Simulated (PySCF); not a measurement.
# C₂H₆Te: NMR shieldings, part 2 of 2

PySCF 2.14.0. Atoms count from 0.

## (6) NMR shieldings: PBE0/pcSseg-1 Te:us-x2c-TZVPall-2c in dichloromethane, spin–orbit

Job settings and geometry (Å):

```
{"job": {"xc": "PBE0", "basis": {"default": "pcSseg-1", "Te": "us-x2c-TZVPall-2c"}, "rel": "so", "solvent": "dichloromethane", "kind": "hnmr"}, "charge": 0, "multiplicity": 1}
Te     0.005550     0.008920    -1.491420
C      1.559970    -0.016730     0.010540
H      1.485120    -0.911570     0.615620
H      1.479070     0.856440     0.644940
H      2.516550    -0.005850    -0.492760
C     -1.561000     0.018000    -0.004310
H     -1.501390     0.913020     0.602350
H     -1.468990    -0.855330     0.628630
H     -2.514880    -0.006890    -0.513590
```

Level: PBE0/pcSseg-1 Te:us-x2c-TZVPall-2c GIAO NMR shielding, X2C with spin-orbit coupling, screened-nuclear two-electron part, Gaussian nuclei, IEF-PCM dichloromethane.

What it wrote:

```text
spin-free SCF
coarse grid: 33224 points
cycle   1  E = -6873.1283770748  dE = -3.387e-01  |g| = 3.151e-01  |ddm| = 1.507e+01
cycle   2  E = -6873.1231792439  dE =  5.198e-03  |g| = 2.974e-01  |ddm| = 4.908e-01
cycle   3  E = -6873.1455998231  dE = -2.242e-02  |g| = 7.459e-02  |ddm| = 2.722e-01
cycle   4  E = -6873.1467785157  dE = -1.179e-03  |g| = 2.455e-02  |ddm| = 8.633e-02
cycle   5  E = -6873.1468323088  dE = -5.379e-05  |g| = 2.722e-03  |ddm| = 1.966e-02
cycle   6  E = -6873.1468329472  dE = -6.384e-07  |g| = 4.222e-04  |ddm| = 2.438e-03
final grid: 68696 points
cycle   7  E = -6873.1448929826  dE = -7.745e-07  |g| = 1.191e-03  |ddm| = 1.042e-03
cycle   8  E = -6873.1448929836  dE = -9.977e-10  |g| = 3.856e-04  |ddm| = 6.002e-04
cycle   9  E = -6873.1448929905  dE = -6.915e-09  |g| = 2.550e-04  |ddm| = 4.660e-04
cycle  10  E = -6873.1448929962  dE = -5.691e-09  |g| = 1.499e-05  |ddm| = 1.857e-04
converged SCF energy = -6873.1448929962
two-component SCF
cycle   1  E = -6872.3166640424  dE = -6.872e+03  |FDS-SDF| = 5.320e+01
cycle   2  E = -6874.2204436634  dE = -1.904e+00  |FDS-SDF| = 3.694e-01
cycle   3  E = -6874.2212169053  dE = -7.732e-04  |FDS-SDF| = 1.205e-02
cycle   4  E = -6874.2212793920  dE = -6.249e-05  |FDS-SDF| = 5.773e-03
cycle   5  E = -6874.2212907137  dE = -1.132e-05  |FDS-SDF| = 2.217e-03
cycle   6  E = -6874.2212960053  dE = -5.292e-06  |FDS-SDF| = 9.560e-04
cycle   7  E = -6874.2212968107  dE = -8.054e-07  |FDS-SDF| = 3.690e-04
cycle   8  E = -6874.2212968797  dE = -6.902e-08  |FDS-SDF| = 9.287e-05
cycle   9  E = -6874.2212968860  dE = -6.326e-09  |FDS-SDF| = 2.384e-05
converged, E = -6874.2212968860

Field gradients (au) and densities at the nuclei (bohr^-3)
atom        Vxx        Vyy        Vzz        centre      nuclear mean
  0 Te     2.8171     7.3721   -10.1892     208386.286     206616.076
  1 C     -0.1124    -0.1296     0.2419        114.483        114.483
  2 H     -0.1612    -0.1629     0.3241          0.382          0.382
  3 H     -0.1617    -0.1633     0.3250          0.382          0.382
  4 H     -0.1621    -0.1662     0.3283          0.382          0.382
  5 C     -0.1115    -0.1294     0.2410        114.482        114.482
  6 H     -0.1610    -0.1629     0.3239          0.382          0.382
  7 H     -0.1615    -0.1631     0.3246          0.382          0.382
  8 H     -0.1616    -0.1655     0.3271          0.381          0.381
without picture change
  0 Te                         -11.1021                    436486.495

Core orbital energies (eV)
atom   shell        mean    spread
  0 Te 1s       -31664.405   0.000
  0 Te 2s        -4879.506   0.000
  0 Te 3s         -981.009   0.000
  0 Te 4s         -170.634   0.000
  0 Te 5s          -17.499   0.000
  0 Te 2p1/2     -4568.245   0.000
  0 Te 2p3/2     -4294.314   0.031
  0 Te 3p1/2      -852.882   0.000
  0 Te 3p3/2      -801.298   0.082
  0 Te 4p1/2      -126.076   0.000
  0 Te 4p3/2      -116.235   0.194
  0 Te 3d3/2      -575.876   0.083
  0 Te 3d5/2      -565.272   0.109
  0 Te 4d3/2       -44.618   0.259
  0 Te 4d5/2       -43.123   0.336

Shielding tensors (ppm)
atom      isotropic    diamagn.    paramagn.     s11        s22        s33       span
  0 Te     3986.78     4976.05     -989.27    2954.82    4251.33    4754.21    1799.39
  1 C       207.74      246.09      -38.36     172.23     186.93     264.05      91.82
  2 H        29.41       29.64       -0.22      22.11      26.75      39.39      17.28
  3 H        29.45       29.70       -0.25      22.11      26.79      39.44      17.33
  4 H        30.19       28.08        2.11      23.70      25.81      41.06      17.36
  5 C       207.78      246.14      -38.36     172.30     186.86     264.19      91.89
  6 H        29.39       29.62       -0.24      22.07      26.73      39.36      17.30
  7 H        29.45       29.73       -0.29      22.07      26.81      39.47      17.40
  8 H        30.17       28.06        2.11      23.68      25.80      41.02      17.34
```

It took 66 s on 1 thread of Arm Neoverse V1, shared host; peak memory 1 GiB.

From this job:

```
                       quantity       value
energy from spin-orbit coupling  -1.0764 Eh
```

## (7) NMR shieldings: PBE0/pcSseg-1 Te:us-x2c-TZVPall-2c in dichloromethane, spin-free

Settings changed since step 6:

```diff
@@ -1,2 +1,2 @@
-{"job": {"xc": "PBE0", "basis": {"default": "pcSseg-1", "Te": "us-x2c-TZVPall-2c"}, "rel": "so", "solvent": "dichloromethane", "kind": "hnmr"}, "charge": 0, "multiplicity": 1}
+{"job": {"xc": "PBE0", "basis": {"default": "pcSseg-1", "Te": "us-x2c-TZVPall-2c"}, "rel": "sf", "solvent": "dichloromethane", "kind": "hnmr"}, "charge": 0, "multiplicity": 1}
 Te     0.005550     0.008920    -1.491420
```

Level: PBE0/pcSseg-1 Te:us-x2c-TZVPall-2c GIAO NMR shielding, spin-free X2C, Gaussian nuclei, IEF-PCM dichloromethane.

What it wrote:

```text
spin-free SCF
coarse grid: 33224 points
cycle   1  E = -6873.1283770748  dE = -3.387e-01  |g| = 3.151e-01  |ddm| = 1.507e+01
cycle   2  E = -6873.1231792439  dE =  5.198e-03  |g| = 2.974e-01  |ddm| = 4.908e-01
cycle   3  E = -6873.1455998231  dE = -2.242e-02  |g| = 7.459e-02  |ddm| = 2.722e-01
cycle   4  E = -6873.1467785157  dE = -1.179e-03  |g| = 2.455e-02  |ddm| = 8.633e-02
cycle   5  E = -6873.1468323088  dE = -5.379e-05  |g| = 2.722e-03  |ddm| = 1.966e-02
cycle   6  E = -6873.1468329472  dE = -6.384e-07  |g| = 4.222e-04  |ddm| = 2.438e-03
final grid: 68696 points
cycle   7  E = -6873.1448929826  dE = -7.745e-07  |g| = 1.191e-03  |ddm| = 1.042e-03
cycle   8  E = -6873.1448929836  dE = -9.977e-10  |g| = 3.856e-04  |ddm| = 6.002e-04
cycle   9  E = -6873.1448929905  dE = -6.915e-09  |g| = 2.550e-04  |ddm| = 4.660e-04
cycle  10  E = -6873.1448929962  dE = -5.691e-09  |g| = 1.499e-05  |ddm| = 1.857e-04
converged SCF energy = -6873.1448929962
check of the scalar solution
cycle   1  E = -6873.1448929962  dE = -6.873e+03  |FDS-SDF| = 5.914e+00
cycle   2  E = -6873.1465250152  dE = -1.632e-03  |FDS-SDF| = 4.270e-03
cycle   3  E = -6873.1465250165  dE = -1.300e-09  |FDS-SDF| = 1.217e-04
cycle   4  E = -6873.1465250165  dE =  3.911e-11  |FDS-SDF| = 8.543e-05
converged, E = -6873.1465250165

Field gradients (au) and densities at the nuclei (bohr^-3)
atom        Vxx        Vyy        Vzz        centre      nuclear mean
  0 Te     2.8030     7.4025   -10.2055     208244.460     206474.250
  1 C     -0.1136    -0.1311     0.2447        114.482        114.481
  2 H     -0.1612    -0.1629     0.3240          0.382          0.382
  3 H     -0.1617    -0.1632     0.3249          0.382          0.382
  4 H     -0.1620    -0.1662     0.3282          0.382          0.382
  5 C     -0.1128    -0.1309     0.2437        114.481        114.481
  6 H     -0.1610    -0.1628     0.3238          0.382          0.382
  7 H     -0.1615    -0.1631     0.3245          0.382          0.382
  8 H     -0.1615    -0.1655     0.3270          0.381          0.381
without picture change
  0 Te                         -11.1319                    436504.065

Core orbital energies (eV)
atom   shell        mean    spread
  0 Te 1s       -31666.314   0.000
  0 Te 2s        -4879.901   0.000
  0 Te 3s         -981.118   0.000
  0 Te 4s         -170.672   0.000
  0 Te 5s          -17.512   0.000
  0 Te 2p        -4382.086   0.051
  0 Te 3p         -817.886   0.137
  0 Te 4p         -119.411   0.320
  0 Te 3d         -569.567   0.120
  0 Te 4d          -43.744   0.373

Shielding tensors (ppm)
atom      isotropic    diamagn.    paramagn.     s11        s22        s33       span
  0 Te     2856.86     5419.28    -2562.42    2107.26    2646.81    3816.51    1709.25
  1 C       183.01      245.98      -62.97     163.90     191.96     193.17      29.27
  2 H        30.00       29.58        0.42      23.12      27.31      39.56      16.44
  3 H        30.03       29.64        0.38      23.14      27.35      39.59      16.45
  4 H        30.61       28.06        2.55      23.96      26.78      41.09      17.13
  5 C       183.11      246.03      -62.92     163.95     192.08     193.31      29.36
  6 H        29.97       29.56        0.41      23.08      27.29      39.55      16.46
  7 H        30.03       29.68        0.36      23.11      27.38      39.60      16.49
  8 H        30.59       28.04        2.55      23.95      26.77      41.06      17.11
```

Run time: 21 s. Hardware: 1 thread of Arm Neoverse V1, shared host; peak memory 0.88 GiB.

## (8) Shieldings side by side

```
                                                                      run     Te0     C1     C5    H2    H7    H6    H3  time
                   step 2, PBE0/pcSseg-1 Te:us-x2c-TZVPall-2c, spin–orbit  3893.9  208.7  208.8  29.5  29.5  29.4  29.5  69 s
                    step 3, PBE0/pcSseg-1 Te:us-x2c-TZVPall-2c, spin-free  2754.2  182.7  182.8  30.1  30.1  30.1  30.1  21 s
          step 4, PBE0/pcSseg-1 Te:us-x2c-TZVPall-2c in water, spin–orbit  4003.6  207.5  207.6  29.4  29.4  29.4  29.4  69 s
           step 5, PBE0/pcSseg-1 Te:us-x2c-TZVPall-2c in water, spin-free  2875.5  183.0  183.2  30.0  30.0  29.9  30.0  21 s
step 6, PBE0/pcSseg-1 Te:us-x2c-TZVPall-2c in dichloromethane, spin–orbit  3986.8  207.7  207.8  29.4  29.4  29.4  29.4  66 s
 step 7, PBE0/pcSseg-1 Te:us-x2c-TZVPall-2c in dichloromethane, spin-free  2856.9  183.0  183.1  30.0  30.0  30.0  30.0  21 s
```

## (9) Results

This closing draws on all 2 parts.

```
                                                                                                   quantity                               value
                   energy from spin-orbit coupling (step 2, PBE0/pcSseg-1 Te:us-x2c-TZVPall-2c, spin–orbit)                          -1.0765 Eh
                                        shieldings (step 2, PBE0/pcSseg-1 Te:us-x2c-TZVPall-2c, spin–orbit)  Te0 3893.9, C1 208.7, C5 208.8 ppm
                                         shieldings (step 3, PBE0/pcSseg-1 Te:us-x2c-TZVPall-2c, spin-free)  Te0 2754.2, C1 182.7, C5 182.8 ppm
          energy from spin-orbit coupling (step 4, PBE0/pcSseg-1 Te:us-x2c-TZVPall-2c in water, spin–orbit)                          -1.0764 Eh
                               shieldings (step 4, PBE0/pcSseg-1 Te:us-x2c-TZVPall-2c in water, spin–orbit)  Te0 4003.6, C1 207.5, C5 207.6 ppm
                                shieldings (step 5, PBE0/pcSseg-1 Te:us-x2c-TZVPall-2c in water, spin-free)  Te0 2875.5, C1 183.0, C5 183.2 ppm
energy from spin-orbit coupling (step 6, PBE0/pcSseg-1 Te:us-x2c-TZVPall-2c in dichloromethane, spin–orbit)                          -1.0764 Eh
                     shieldings (step 6, PBE0/pcSseg-1 Te:us-x2c-TZVPall-2c in dichloromethane, spin–orbit)  Te0 3986.8, C1 207.7, C5 207.8 ppm
                      shieldings (step 7, PBE0/pcSseg-1 Te:us-x2c-TZVPall-2c in dichloromethane, spin-free)  Te0 2856.9, C1 183.0, C5 183.1 ppm
```

In words: A contracted two-component basis is stiff near heavy nuclei, so the absolute shieldings of the heavy atoms from it are rough. In step 2, Te0 has the widest tensor, 1943 ppm. Te0 moves most between the runs, by 1249 ppm; the labels say what changes from run to run.
